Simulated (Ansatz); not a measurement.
**Cu: a test of stability by relaxation**

The task, for Cu: break the symmetry and see whether a relaxation comes back.

Method: DFT PBEsol, scalar-relativistic, plane waves, PAW, in Ansatz 0.2.0.

2 further runs of the same task are left out: 2 set aside as unsound or not needed.

**1. The structure to begin with**

The structure is hexagonal, space group P6_3/mmc (No. 194). The conventional cell has a = 2.521 Å, b = 2.521 Å, c = 4.117 Å, α = 90.00°, β = 90.00°, γ = 120.00°. Cu (site symmetry -6m2) is surrounded by 12 Cu at 2.52 Å.

Structure file:

```
Cu
1.0
    -2.52059    0.00000    0.00000
     0.00000    0.00000   -4.11652
     0.00000   -4.36579    0.00000
Cu
4
Direct
  0.50000 0.75000 0.16667
  0.00000 0.75000 0.66667
  0.00000 0.25000 0.33333
  0.50000 0.25000 0.83333
```

It goes back to an entry of the Materials Project, which need not be the stable form.

It is built from the cell relaxed beforehand with the same method (11.32 Å³/atom).

**2. The reference: the undisturbed cell on the scan's mesh**

The input, input.yaml:

```yaml
crystal:
  lattice:
    - [-2.5205910273, 0.0, 0.0]
    - [0.0, 0.0, -4.1165232714]
    - [0.0, -4.3657917244, 0.0]
  atoms:
    - { symbol: Cu, position: [0.5, 0.75, 0.1666666667] }
    - { symbol: Cu, position: [0.0, 0.75, 0.6666666667] }
    - { symbol: Cu, position: [0.0, 0.25, 0.3333333333] }
    - { symbol: Cu, position: [0.5, 0.25, 0.8333333333] }
basis:
  ecutwfc: 420
kpoints:
  mp_grid: { grid: [14, 8, 8] }
hamiltonian:
  xc: pbesol
scf:
  occupations: { method: gaussian, width: 0.15 }
output:
  forces: true
  stress: true
  eigenvalues: true
  write_density: true
  write_potential: true
  elf: true
  volumetric_format: npy
```

Started as:

```
ansatz run input.yaml --threads 1 --pin off --max-ram 2560MiB --backend cpu --events-out ev --progress --plain --runs-dir out
```

The session goes on with these runs: single point of the disturbed structure; relaxation of the disturbed structure.

Q: Predict the outcome of this session. Wanted: end of the relaxation, from the reference; final space group; volume change.

**Answer**, as computed:

| quantity | value |
| --- | --- |
| cost of the disturbance | 392.7 meV/atom |
| end of the relaxation, from the reference | -0.4 meV/atom |
| final space group | P6_3/mmc (tolerance 0.05 Å; reference P6_3/mmc) |
| volume change | +0.01 % |

It comes back to the reference (within 1.5 meV/atom), so the structure resists this disturbance.
